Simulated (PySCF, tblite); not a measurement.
# C5H8F3NSi: infrared bands, NMR shifts and electronic excitations in gas and solvents, part 2 of 2

tblite 0.8.0 and PySCF 2.14.0. Atoms count from 0. Earlier steps stand in the parts before.

## (7) NMR shieldings: PBE0/pcSseg-1 in chloroform

Job settings and geometry (Å):

```
{"job": {"kind": "nmr", "xc": "PBE0", "basis": "pcSseg-1", "solvent": "chloroform", "pop": true}, "charge": 0, "multiplicity": 1}
F      2.977666    -1.109377     1.271285
C      2.913240    -0.167203     0.355215
F      4.101499     0.255982     0.002734
C      1.762878     0.298380    -0.132614
F      1.825823     1.252639    -1.071209
C      0.405255    -0.148017     0.243926
C     -0.402074    -0.710062    -0.945525
C     -1.881529    -0.732204    -0.572363
N     -2.154542     0.510435     0.126566
Si    -0.778795     1.190562     0.928317
H      0.498129    -0.911995     1.032837
H     -0.041086    -1.708820    -1.238348
H     -0.258903    -0.040169    -1.808755
H     -2.098219    -1.626496     0.048651
H     -2.498609    -0.822856    -1.483011
H     -3.124976     0.722089     0.315734
H     -0.442705     2.587473     0.515802
H     -0.829099     1.171815     2.426595
```

With the program's defaults for keys left out, this is: GIAO PBE0/pcSseg-1 NMR shielding, non-relativistic, IEF-PCM chloroform.

Log:

```text
coarse grid: 16336 points
cycle   1  E = -838.1581218590  dE =  1.532e+00  |g| = 7.837e-01  |ddm| = 3.962e+00
cycle   2  E = -838.0408083053  dE =  1.173e-01  |g| = 1.141e+00  |ddm| = 1.377e+00
cycle   3  E = -838.2674449940  dE = -2.266e-01  |g| = 7.084e-02  |ddm| = 8.777e-01
cycle   4  E = -838.2681302686  dE = -6.853e-04  |g| = 3.918e-02  |ddm| = 8.609e-02
cycle   5  E = -838.2684040274  dE = -2.738e-04  |g| = 9.991e-03  |ddm| = 3.991e-02
cycle   6  E = -838.2684209383  dE = -1.691e-05  |g| = 3.058e-03  |ddm| = 9.840e-03
cycle   7  E = -838.2684230553  dE = -2.117e-06  |g| = 7.133e-04  |ddm| = 3.016e-03
final grid: 156752 points
cycle   8  E = -838.3424140417  dE = -4.297e-05  |g| = 8.356e-03  |ddm| = 3.030e-02
cycle   9  E = -838.3423996194  dE =  1.442e-05  |g| = 1.193e-02  |ddm| = 1.781e-02
cycle  10  E = -838.3424301927  dE = -3.057e-05  |g| = 9.621e-04  |ddm| = 1.023e-02
cycle  11  E = -838.3424303581  dE = -1.654e-07  |g| = 3.180e-04  |ddm| = 9.412e-04
cycle  12  E = -838.3424303790  dE = -2.094e-08  |g| = 1.027e-04  |ddm| = 3.207e-04
cycle  13  E = -838.3424303811  dE = -2.097e-09  |g| = 3.070e-05  |ddm| = 1.026e-04
cycle  14  E = -838.3424303813  dE = -1.828e-10  |g| = 7.482e-06  |ddm| = 3.356e-05
converged SCF energy = -838.3424303813

GIAO shielding tensors (ppm)
atom      isotropic    diamagn.    paramagn.     s11        s22        s33       span
  0 F      307.912     475.546    -167.635    269.389    304.291    350.055     80.667
  1 C       23.525     251.362    -227.837    -39.550     50.685     59.441     98.991
  2 F      289.070     467.847    -178.778    266.182    296.877    304.150     37.968
  3 C       49.005     248.991    -199.986     12.072     52.838     82.104     70.032
  4 F      370.230     474.136    -103.906    305.479    372.220    432.990    127.511
  5 C      160.043     252.723     -92.680    142.890    159.562    177.677     34.786
  6 C      151.995     247.499     -95.505    126.442    160.528    169.013     42.571
  7 C      136.911     243.982    -107.072    114.739    132.195    163.797     49.059
  8 N      241.912     323.604     -81.693    190.916    228.400    306.419    115.503
  9 Si     378.576     879.237    -500.661    348.360    350.422    436.947     88.588
 10 H       28.919      32.835      -3.915     24.228     27.858     34.672     10.444
 11 H       29.323      30.125      -0.802     24.617     27.521     35.832     11.215
 12 H       29.170      30.729      -1.559     23.812     29.273     34.426     10.615
 13 H       28.113      29.324      -1.212     23.046     26.162     35.129     12.083
 14 H       27.904      27.929      -0.024     22.945     26.029     34.739     11.793
 15 H       30.813      29.653       1.160     21.100     27.351     43.988     22.887
 16 H       26.415      28.587      -2.173     23.128     24.313     31.804      8.675
 17 H       26.455      28.766      -2.311     23.195     24.044     32.126      8.931
```

Run time: 33 s. Hardware: 1 thread of Intel Xeon 6975P-C, shared host; peak memory 1.2 GiB.

In short: δ C1 161.6, C3 136.2, C7 48.3, C6 33.2, H16 4.83, H17 4.79 ppm.

## (8) Nuclear shieldings: PBE0/pcSseg-1 in dichloromethane

Same as in step 7 but for these lines:

```diff
@@ -1,2 +1,2 @@
-{"job": {"kind": "nmr", "xc": "PBE0", "basis": "pcSseg-1", "solvent": "chloroform", "pop": true}, "charge": 0, "multiplicity": 1}
+{"job": {"kind": "nmr", "xc": "PBE0", "basis": "pcSseg-1", "solvent": "dichloromethane", "pop": false}, "charge": 0, "multiplicity": 1}
 F      2.977666    -1.109377     1.271285
```

Level: GIAO PBE0/pcSseg-1 NMR shielding, non-relativistic, IEF-PCM dichloromethane.

Log:

```text
coarse grid: 16336 points
cycle   1  E = -838.1594881136  dE =  1.530e+00  |g| = 7.816e-01  |ddm| = 3.962e+00
cycle   2  E = -838.0451940984  dE =  1.143e-01  |g| = 1.132e+00  |ddm| = 1.366e+00
cycle   3  E = -838.2682793642  dE = -2.231e-01  |g| = 6.899e-02  |ddm| = 8.644e-01
cycle   4  E = -838.2689375230  dE = -6.582e-04  |g| = 3.726e-02  |ddm| = 8.195e-02
cycle   5  E = -838.2691840893  dE = -2.466e-04  |g| = 9.845e-03  |ddm| = 3.800e-02
cycle   6  E = -838.2692005900  dE = -1.650e-05  |g| = 2.874e-03  |ddm| = 9.535e-03
cycle   7  E = -838.2692024440  dE = -1.854e-06  |g| = 6.975e-04  |ddm| = 2.862e-03
final grid: 156752 points
cycle   8  E = -838.3431901019  dE = -4.306e-05  |g| = 8.340e-03  |ddm| = 3.032e-02
cycle   9  E = -838.3431760734  dE =  1.403e-05  |g| = 1.185e-02  |ddm| = 1.772e-02
cycle  10  E = -838.3432062223  dE = -3.015e-05  |g| = 9.494e-04  |ddm| = 1.011e-02
cycle  11  E = -838.3432063831  dE = -1.608e-07  |g| = 3.109e-04  |ddm| = 9.220e-04
cycle  12  E = -838.3432064030  dE = -1.991e-08  |g| = 1.000e-04  |ddm| = 3.091e-04
cycle  13  E = -838.3432064050  dE = -1.998e-09  |g| = 3.008e-05  |ddm| = 9.982e-05
cycle  14  E = -838.3432064052  dE = -1.796e-10  |g| = 7.405e-06  |ddm| = 3.288e-05
converged SCF energy = -838.3432064052

GIAO shielding tensors (ppm)
atom      isotropic    diamagn.    paramagn.     s11        s22        s33       span
  0 F      308.111     475.557    -167.445    269.221    304.583    350.530     81.310
  1 C       23.534     251.362    -227.828    -39.482     50.610     59.473     98.955
  2 F      289.739     467.894    -178.155    267.021    297.601    304.596     37.575
  3 C       48.766     249.092    -200.326     11.972     52.415     81.910     69.938
  4 F      370.756     474.229    -103.473    306.060    372.754    433.455    127.394
  5 C      160.029     252.697     -92.669    142.832    159.596    177.657     34.825
  6 C      151.970     247.527     -95.557    126.425    160.482    169.004     42.579
  7 C      136.957     243.969    -107.013    114.730    132.279    163.861     49.131
  8 N      242.065     323.687     -81.622    191.010    228.763    306.423    115.412
  9 Si     378.560     879.229    -500.669    348.308    350.354    437.019     88.711
 10 H       28.875      32.789      -3.914     24.170     27.807     34.647     10.477
 11 H       29.294      30.095      -0.801     24.582     27.489     35.812     11.230
 12 H       29.189      30.747      -1.558     23.825     29.299     34.443     10.618
 13 H       28.099      29.299      -1.199     23.034     26.142     35.121     12.087
 14 H       27.894      27.919      -0.025     22.930     26.015     34.738     11.808
 15 H       30.732      29.592       1.140     21.017     27.222     43.956     22.939
 16 H       26.434      28.630      -2.196     23.154     24.328     31.820      8.666
 17 H       26.461      28.781      -2.320     23.199     24.048     32.137      8.937
```

Run time: 31 s. Hardware: 1 thread of Intel Xeon 6975P-C, shared host; peak memory 1.3 GiB.

Key values: δ C1 161.8, C3 136.6, C7 48.4, C6 33.3, H16 4.81, H17 4.78 ppm.

## (9) Run by run: NMR shifts

Shifts (ppm) of some atoms, chosen among heavy atoms and hydrogens apart, with basis size and wall time:

| run | C3 | C6 | C5 | H10 | H15 | F2 | N8 | functions | time |
| --- | --- | --- | --- | --- | --- | --- | --- | --- | --- |
| PBE0/pcSseg-1 | 134.0 | 32.4 | 24.3 | 2.18 | 0.03 | -107.9 | 24.6 | 217 | 33 s |
| PBE0/pcSseg-1 in chloroform | 136.2 | 33.2 | 25.1 | 2.33 | 0.43 | -109.4 | 25.9 | 217 | 33 s |
| PBE0/pcSseg-1 in dichloromethane | 136.6 | 33.3 | 25.3 | 2.37 | 0.51 | -109.7 | 26.1 | 217 | 31 s |

The continuum's effect on the ground state:

```
        solvent     ε  polarisation energy (Eh)  μ (D)
     chloroform  4.71                   -0.0042   3.32
dichloromethane  8.93                   -0.0051   3.41
```

## (10) Outcome

The summary covers parts 1 to 2.

| quantity | value |
| --- | --- |
| strongest single infrared mode (GFN2-xTB) | 2243 cm⁻¹, 391 km/mol |
| zero-point energy (GFN2-xTB) | 77.7 kcal/mol |
| point group | C1 |
| rotational constants (main isotopes) | 2.26, 0.61, 0.60 GHz |
| 13C shifts against TMS (PBE0/pcSseg-1) | 161.0, 134.0, 47.7, 32.4, 24.3 ppm |
| 1H shifts against TMS (PBE0/pcSseg-1) | 4.92, 4.85, 3.29, 3.11, 2.18, 2.13, 1.81, 0.03 ppm |
| 19F shifts against CFCl3 (PBE0/pcSseg-1) | -107.9, -128.7, -191.0 ppm |
| 15N shifts against NH3 (PBE0/pcSseg-1) | 24.6 ppm |
| 29Si shifts against TMS (PBE0/pcSseg-1) | -26.7 ppm |
| lowest singlet (CAM-B3LYP/def2-SVPD) | 5.93 eV (209 nm), f = 0.004 |
| brightest single state of those computed | state 8, 7.36 eV, f = 0.387 |
| lowest triplet | 4.38 eV |
| vertical ionisation energy (ΔSCF) | 8.92 eV |
| range of the shift of C3 | 134.0 to 136.6 ppm |

In words: The optimisation took 67 steps and gained 1.048 eV; among the close pairs (by a distance rule), N8–Si9 changed most, from 1.800 to 1.710 Å (GFN2-xTB). All 48 modes are real, so the xTB geometry is a minimum. The strongest single mode, at 2243 cm⁻¹, moves mainly H17. Unscaled tight-binding wavenumbers are off by several per cent, some by more. Its intensities can rank the bands wrongly. Relaxing lowered the energy by 0.216 eV in 12 steps; the close pair that moved most is F0–C1, from 1.359 to 1.316 Å (PBE0/def2-SVP). At PBE0/pcSseg-1: The largest span, 127 ppm, is at F4, where the paramagnetic term is -105 ppm. The first singlet state (HOMO→LUMO+1 0.39, HOMO−1→LUMO+1 0.35) lies at 5.93 eV and is weak; of the 10 states computed, the strongest absorption comes from state 8 at 7.36 eV. The lowest triplet lies 1.55 eV below the lowest singlet (triplets in Tamm-Dancoff, singlets in full TDDFT). The orbital energy would give 8.21 eV for ionisation, ΔSCF gives 8.92 eV. In ppm, C3 moves most: its shift spreads over 2.6 ppm, from 134.0 (PBE0/pcSseg-1) to 136.6 (PBE0/pcSseg-1 in dichloromethane). Part of that comes from the computed reference. The continuum holds electrostatics alone: no hydrogen bonds to the solvent, and the gas-phase geometry is kept.
